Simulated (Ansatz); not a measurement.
I need energies of removing a hydrogen of ClH4NOSiTe, SMILES N[Si](O)(Cl)[TeH]. Use the Ansatz DFT code, driven from Python. Use (for the species named): CAM-B3LYP, def2-SVP basis, multiplicity 1.

```yaml
atoms:
  - { symbol: N, position_ang: [1.0015, 1.0975, -0.4093] }
  - { symbol: Si, position_ang: [0.0872, -0.3637, 0.0221] }
  - { symbol: O, position_ang: [1.1903, -1.5263, 0.5584] }
  - { symbol: Cl, position_ang: [-0.8530, -1.0935, -1.6535] }
  - { symbol: Te, position_ang: [-1.5398, 0.1230, 1.8145] }
  - { symbol: H, position_ang: [0.2330, 1.8223, -0.7855] }
  - { symbol: H, position_ang: [1.6046, 0.9084, -1.2200] }
  - { symbol: H, position_ang: [0.7107, -2.2933, 0.8200] }
  - { symbol: H, position_ang: [-2.3460, 1.2794, 0.8361] }
```

Script `clh4nosite.py`:
```python
import ansatz as az


def energy(molecule, charge=0, unpaired=0):
    calc = molecule.calculation().basis(gaussian="def2-SVP").functional("cam_b3lyp")
    if charge:
        calc = calc.charge(charge)
    if unpaired:
        calc = calc.spin("collinear", total=unpaired)
    return calc.run(threads=1).report["free_energy_ev"]

GEOMETRY = """
N     1.00150    1.09750   -0.40930
Si    0.08720   -0.36370    0.02210
O     1.19030   -1.52630    0.55840
Cl   -0.85300   -1.09350   -1.65350
Te   -1.53980    0.12300    1.81450
H     0.23300    1.82230   -0.78550
H     1.60460    0.90840   -1.22000
H     0.71070   -2.29330    0.82000
H    -2.34600    1.27940    0.83610
"""

def without(molecule, index):
    rest = az.Crystal.molecule()
    for i, site in enumerate(molecule.cartesian_sites):
        if i != index:
            rest = rest.atom(site.symbol, site.position_ang)
    return rest


def main() -> None:
    clh4nosite = az.Crystal.molecule()
    for line in GEOMETRY.strip().splitlines():
        symbol, *xyz = line.split()
        clh4nosite = clh4nosite.atom(symbol, [float(v) for v in xyz])

    whole = energy(clh4nosite, 0)
    hydrogen = energy(az.Crystal.molecule().atom("H", (0, 0, 0)), 0, 1)
    print(f"E(molecule) = {whole:.5f} eV, E(H) = {hydrogen:.5f} eV")
    for index in [6, 7, 8]:
        radical = energy(without(clh4nosite, index), 0, 1)
        print(f"H{index}: homolysis {23.060548 * (radical + hydrogen - whole):.1f} kcal/mol")


if __name__ == "__main__":
    main()
```

`python clh4nosite.py` gives:
```text
E(molecule) = -31288.85613 eV, E(H) = -13.54842 eV
H6: homolysis 112.4 kcal/mol
H7: homolysis 121.9 kcal/mol
H8: homolysis 68.7 kcal/mol
```

Notes:
- Total energies depend on the basis set; only differences at equal settings carry meaning.
- The geometry is a force-field or estimated start, not a minimum of this method, and the basis set is short of its limit. All parts are taken at fixed geometry, without zero-point energy.
- def2 sets replace the cores of elements past krypton by effective core potentials.
- The spin-orbit lowering of heavy atoms is left out.
- Wall time of the script: 60 s on 1 thread of Arm Neoverse V2, with other jobs on the host, peak memory 0.54 GiB.
